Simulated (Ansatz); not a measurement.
**Br2GeH3N: small, medium and large basis sets**

The task here is to estimate one member of a computed series from the others.

The runs use Ansatz 0.2.0, Gaussian basis; one geometry, several basis sets.

Levels to be run: PBE0-D4/def2-SVP; ωB97M-V/def2-SVP; PBE0-D4/def2-QZVPP; ωB97M-V/def2-QZVPP; the functionals' def2-TZVPP values are taken from earlier runs.

## Structure used throughout

An earlier PBE0-D4 in a triple-zeta def2 set relaxation fixed the geometry.

SMILES `[NH2][GeH]([Br])[Br]`, 7 atoms, charge 0, spin multiplicity 1.

Atoms are counted from 1 here; the program's logs count them from 0.

Bond lengths: N1–Ge2 1.814 Å, N1–H5 1.011 Å, N1–H6 1.012 Å, Ge2–Br3 2.291 Å, Ge2–Br4 2.316 Å, Ge2–H7 1.528 Å. Angles: Ge2–N1–H5 113.6°, Ge2–N1–H6 114.2°, H5–N1–H6 109.2°, N1–Ge2–Br3 106.0°, N1–Ge2–Br4 113.6°, N1–Ge2–H7 111.6°, Br3–Ge2–Br4 107.8°, Br3–Ge2–H7 110.8°, Br4–Ge2–H7 107.0°.

Geometry (Å):

```
N    -0.31023    1.15482    0.27518
Ge    0.43421   -0.43405   -0.18430
Br    0.93599   -1.49014    1.78557
Br   -0.98804   -1.81294   -1.38421
H    -1.01362    1.07928    0.99787
H    -0.68806    1.67712   -0.50474
H     1.69096   -0.24209   -1.03107
```

Set-up of the first run:

in.yaml

```yaml
crystal:
  periodic: [false, false, false]
  atoms:
    - {symbol: N, position_ang: [-0.310231, 1.154816, 0.275177]}
    - {symbol: Ge, position_ang: [0.434205, -0.434049, -0.184296]}
    - {symbol: Br, position_ang: [0.935986, -1.490142, 1.785569]}
    - {symbol: Br, position_ang: [-0.988039, -1.812937, -1.384211]}
    - {symbol: H, position_ang: [-1.013622, 1.079281, 0.997870]}
    - {symbol: H, position_ang: [-0.688058, 1.677118, -0.504737]}
    - {symbol: H, position_ang: [1.690957, -0.242088, -1.031072]}
basis:
  gaussian: {orbitals: def2-SVP}
hamiltonian: {xc: pbe0, dispersion: d4}
output: {orbitals: {seedname: orbitals}}
```

Command:

```bash
ansatz run in.yaml --threads 4 --pin off --events-out ev --progress --plain --max-ram 10444MiB
```

Steps of the session up to this table: PBE0-D4 in def2-SVP; ωB97M-V in def2-SVP; PBE0-D4 in def2-QZVPP; ωB97M-V in def2-QZVPP.

One of the session's tables, all rows but one given; the rest of the session is left out.

It belongs to the step «Functionals by basis». 

```
functional       basis  HOMO (eV)
   PBE0-D4    def2-SVP      -7.94
   PBE0-D4  def2-TZVPP      -8.11
   PBE0-D4  def2-QZVPP          ?
   ωB97M-V    def2-SVP     -10.19
   ωB97M-V  def2-TZVPP     -10.38
   ωB97M-V  def2-QZVPP     -10.40
```

**Question.** Estimate the row for PBE0-D4, def2-QZVPP.

As computed: HOMO (eV): -8.13. In the column «HOMO (eV)» it lies between ωB97M-V, def2-SVP (-10.19) and PBE0-D4, def2-TZVPP (-8.11).
